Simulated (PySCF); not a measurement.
**[Pb(OH)3(H2O)]+: a change of charge**

Aim: at the relaxed geometry of [Pb(OH)3(H2O)]+, try a change of charge. It is a constructed species; whether it can be made isn't addressed.

Program: PySCF 2.14.0. Level of theory: PBE0, Pb def2-SVP with ECP60, O def2-SVP, H def2-SVP; scalar-relativistic core potentials, no spin–orbit coupling. These are calculated values, not measurements.

1 further run of the same task is left out (for a known fault of the program).

## Step 1: The system as given

10 atoms, charge 1, spin multiplicity 1.

Bond lengths: Pb1–O2 2.045 Å, Pb1–O4 2.041 Å, Pb1–O6 2.041 Å, Pb1–O8 2.322 Å, O2–H3 0.973 Å, O4–H5 0.973 Å, O6–H7 0.973 Å, O8–H9 0.970 Å, O8–H10 0.969 Å. Angles: O2–Pb1–O4 124.7°, O2–Pb1–O6 118.0°, O2–Pb1–O8 82.8°, O4–Pb1–O6 116.1°, O4–Pb1–O8 98.4°, O6–Pb1–O8 100.3°, Pb1–O2–H3 110.8°, Pb1–O4–H5 110.5°, Pb1–O6–H7 110.4°, Pb1–O8–H9 117.0°, Pb1–O8–H10 129.5°, H9–O8–H10 109.0°.

As a file:

```xyz
10
H5O4Pb
Pb    0.1445   -0.2793    0.1839
O     0.7415    1.4424    1.1119
H     1.7120    1.4923    1.1565
O    -1.3265   -1.5179    0.8677
H    -1.7386   -1.1483    1.6682
O     1.3261   -1.0256   -1.3035
H     1.1621   -1.9779   -1.4207
O    -1.1835    1.1843   -1.0348
H    -0.9954    2.1316   -0.9407
H    -1.6586    1.0381   -1.8663
```

Formal oxidation states: Pb +4. An earlier session relaxed this geometry at PBE0, Pb def2-SVP with ECP60, O def2-SVP, H def2-SVP (singlet, point group C1).

Its energy there is -495.909322 Eh.

## Step 2: One electron removed, multiplicity 2

File run.py (the lines that set the calculation):

```python
mol = gto.M(atom='''
Pb     0.14450    -0.27935     0.18386
O      0.74151     1.44235     1.11185
H      1.71198     1.49232     1.15653
O     -1.32651    -1.51787     0.86769
H     -1.73858    -1.14830     1.66815
O      1.32611    -1.02563    -1.30347
H      1.16208    -1.97790    -1.42074
O     -1.18346     1.18425    -1.03478
H     -0.99544     2.13157    -0.94069
H     -1.65863     1.03811    -1.86635''',
    basis={'Pb': 'def2-SVP', 'O': 'def2-SVP', 'H': 'def2-SVP'},
    ecp={'Pb': 'def2-SVP'},
    charge=2, spin=1)
mf = dft.UKS(mol, xc='PBE0')
mf.grids.atom_grid = (50, 194)
mf = mf.density_fit()  # fitting sets: Pb def2-universal-JKFIT, O def2-universal-JKFIT, H def2-universal-JKFIT
mf.conv_tol = 1e-08; mf.max_cycle = 55
mf.kernel(dm0)  # dm0: the density of the relaxed state
```

Launch:

```console
OMP_NUM_THREADS=2 python run.py
```

The program printed:

```text
init E= -495.91508698218
  HOMO = -0.509874357609  LUMO = -0.508609108192  gap/eV = 0.03443
cycle= 1 E= -495.239106815994  delta_E= 0.676  |g|= 0.386  |ddm|= 0.659
  HOMO = -0.690054880686  LUMO = -0.686937239153  gap/eV = 0.08484
cycle= 2 E= -494.407568777067  delta_E= 0.832  |g|= 1.33  |ddm|= 1.34
  HOMO = -0.752069821703  LUMO = -0.707737320633  gap/eV = 1.20635
cycle= 3 E= -495.108607804682  delta_E= -0.701  |g|= 0.652  |ddm|=  1.3
  HOMO = -0.735710084022  LUMO = -0.696932910058  gap/eV = 1.05518
cycle= 4 E= -495.220284266995  delta_E= -0.112  |g|= 0.44  |ddm|= 0.795
  HOMO = -0.712396310178  LUMO = -0.693224513696  gap/eV = 0.52169
cycle= 5 E= -495.312838871146  delta_E= -0.0926  |g|= 0.0593  |ddm|= 0.406
  HOMO = -0.71802036276  LUMO = -0.676439894345  gap/eV = 1.13146
cycle= 6 E= -495.314820868523  delta_E= -0.00198  |g|= 0.0354  |ddm|= 0.0995
  HOMO = -0.720474561653  LUMO = -0.673571125045  gap/eV = 1.27631
cycle= 7 E= -495.315363180624  delta_E= -0.000542  |g|= 0.0162  |ddm|= 0.0378
  HOMO = -0.720662188619  LUMO = -0.672526770191  gap/eV = 1.30983
cycle= 8 E= -495.31548701001  delta_E= -0.000124  |g|= 0.00948  |ddm|= 0.0178
  HOMO = -0.720364564947  LUMO = -0.671920642809  gap/eV = 1.31823
cycle= 9 E= -495.315544476957  delta_E= -5.75e-05  |g|= 0.00576  |ddm|= 0.0157
  HOMO = -0.720475040353  LUMO = -0.671921272996  gap/eV = 1.32122
cycle= 10 E= -495.315576752775  delta_E= -3.23e-05  |g|= 0.00306  |ddm|= 0.0141
  HOMO = -0.720481964362  LUMO = -0.671869539186  gap/eV = 1.32281
...
  HOMO = -0.72301760785  LUMO = -0.569162204314  gap/eV = 4.18662
cycle= 48 E= -495.316039188109  delta_E= -5.3e-08  |g|= 0.000326  |ddm|= 0.00083
  HOMO = -0.723003444876  LUMO = -0.569167701775  gap/eV = 4.18608
cycle= 49 E= -495.316039181253  delta_E= 6.86e-09  |g|= 0.000412  |ddm|= 0.00105
  HOMO = -0.723005552272  LUMO = -0.569167013427  gap/eV = 4.18616
cycle= 50 E= -495.316039222431  delta_E= -4.12e-08  |g|= 0.000343  |ddm|= 0.000585
  HOMO = -0.723004664694  LUMO = -0.569166397703  gap/eV = 4.18615
cycle= 51 E= -495.316039261246  delta_E= -3.88e-08  |g|= 0.00024  |ddm|= 0.000385
  HOMO = -0.723001958645  LUMO = -0.56916521824  gap/eV = 4.18611
cycle= 52 E= -495.31603926631  delta_E= -5.06e-09  |g|= 0.000247  |ddm|= 0.000457
  HOMO = -0.723002251623  LUMO = -0.569165808176  gap/eV = 4.18610
cycle= 53 E= -495.316039284002  delta_E= -1.77e-08  |g|= 0.000178  |ddm|= 0.000279
  HOMO = -0.722998485029  LUMO = -0.569165836628  gap/eV = 4.18600
cycle= 54 E= -495.316039282249  delta_E= 1.75e-09  |g|= 0.000199  |ddm|= 0.000347
  HOMO = -0.723001618442  LUMO = -0.569164651896  gap/eV = 4.18612
cycle= 55 E= -495.316039289515  delta_E= -7.27e-09  |g|= 0.000166  |ddm|= 0.000204
SCF not converged.
  HOMO = -0.722993823967  LUMO = -0.669156496199  gap/eV = 1.46499
macro= 0  E= -495.316039304119  delta_E= -1.46047e-08  |g|= 0.000166366  1 KF 3 JK
macro= 1  E= -495.316039304122  delta_E= -3.18323e-12  |g|= 1.67485e-05  1 KF 2 JK
macro X = 2  E=-495.316039304122  |g|= 1.67485e-05  total 3 KF 8 JK
converged SCF energy = -495.316039304122  <S^2> = 0.83239951  2S+1 = 2.0807686
```

It took 60 s on 2 threads of Arm Neoverse V1, shared host.

It gives: E = -495.316039 Eh (+16.144 eV from the relaxed state), HOMO -19.67 eV, LUMO -18.21 eV (over both spins), ⟨S²⟩ = 0.832, Mulliken charge on Pb1 +1.38 e. 

## Step 3: One electron added, multiplicity 2

run.py (the lines that set the calculation), as its differences from that of step 2:

```diff
@@ -13,3 +13,3 @@
     ecp={'Pb': 'def2-SVP'},
-    charge=2, spin=1)
+    charge=0, spin=1)
 mf = dft.UKS(mol, xc='PBE0')
```

Launch:

```console
OMP_NUM_THREADS=2 python run.py
```

The program printed:

```text
init E= -495.914702757066
  HOMO = -0.326780621648  LUMO = -0.318445976804  gap/eV = 0.22680
cycle= 1 E= -496.123019325364  delta_E= -0.208  |g|= 0.24  |ddm|= 1.59
  HOMO = -0.106822249816  LUMO = -0.0215743037523  gap/eV = 2.31971
cycle= 2 E= -496.118349502719  delta_E= 0.00467  |g|=  0.3  |ddm|= 0.681
  HOMO = -0.154768942638  LUMO = -0.0633929230814  gap/eV = 2.48647
cycle= 3 E= -496.151352272949  delta_E= -0.033  |g|= 0.0521  |ddm|= 0.281
  HOMO = -0.162079418132  LUMO = -0.0681434455268  gap/eV = 2.55613
cycle= 4 E= -496.152618582089  delta_E= -0.00127  |g|= 0.0127  |ddm|= 0.0859
  HOMO = -0.164416702565  LUMO = -0.0682849130179  gap/eV = 2.61588
cycle= 5 E= -496.152687376679  delta_E= -6.88e-05  |g|= 0.00696  |ddm|= 0.0179
  HOMO = -0.16463450755  LUMO = -0.0679803426784  gap/eV = 2.63009
cycle= 6 E= -496.152706030573  delta_E= -1.87e-05  |g|= 0.00328  |ddm|= 0.00833
  HOMO = -0.164704458239  LUMO = -0.0676539301869  gap/eV = 2.64088
cycle= 7 E= -496.152710872522  delta_E= -4.84e-06  |g|= 0.00153  |ddm|= 0.00429
  HOMO = -0.164695352881  LUMO = -0.0675404066593  gap/eV = 2.64372
cycle= 8 E= -496.15271192886  delta_E= -1.06e-06  |g|= 0.000369  |ddm|= 0.00162
  HOMO = -0.164675847739  LUMO = -0.06747554605  gap/eV = 2.64495
cycle= 9 E= -496.152712030299  delta_E= -1.01e-07  |g|= 8.8e-05  |ddm|= 0.000665
  HOMO = -0.164679533078  LUMO = -0.0674734047392  gap/eV = 2.64511
cycle= 10 E= -496.152712037489  delta_E= -7.19e-09  |g|= 6.19e-05  |ddm|= 0.000224
  HOMO = -0.164682495219  LUMO = -0.067477112059  gap/eV = 2.64509
Extra cycle  E= -496.152712033312  delta_E= 4.18e-09  |g|= 0.000122  |ddm|= 0.000159
converged SCF energy = -496.152712033312  <S^2> = 0.75806689  2S+1 = 2.0080507
```

Wall time 6.3 s (2 threads of Arm Neoverse V1, shared host).

Result: E = -496.152712 Eh (-6.623 eV from the relaxed state), HOMO -4.48 eV, LUMO -1.84 eV (over both spins), ⟨S²⟩ = 0.758, Mulliken charge on Pb1 +0.84 e. 

## Step 4: Results

| state | energy from the relaxed state (eV) | ⟨S²⟩ | time |
| --- | --- | --- | --- |
| charge +1, singlet, vacuum (relaxed) | 0 | 0.00 |  |
| charge 0, doublet, vacuum | -6.62 | 0.76 | 6.3 s |
| charge +2, doublet, vacuum | 16.14 | 0.83 | 60 s |

An electron taken off or put on is at rest in vacuum. 

Removing an electron vertically costs 16.14 eV (doublet), against −HOMO = 14.02 eV. Adding an electron vertically releases 6.62 eV (doublet). The bases are small and lack diffuse functions. Spin–orbit coupling is left out.
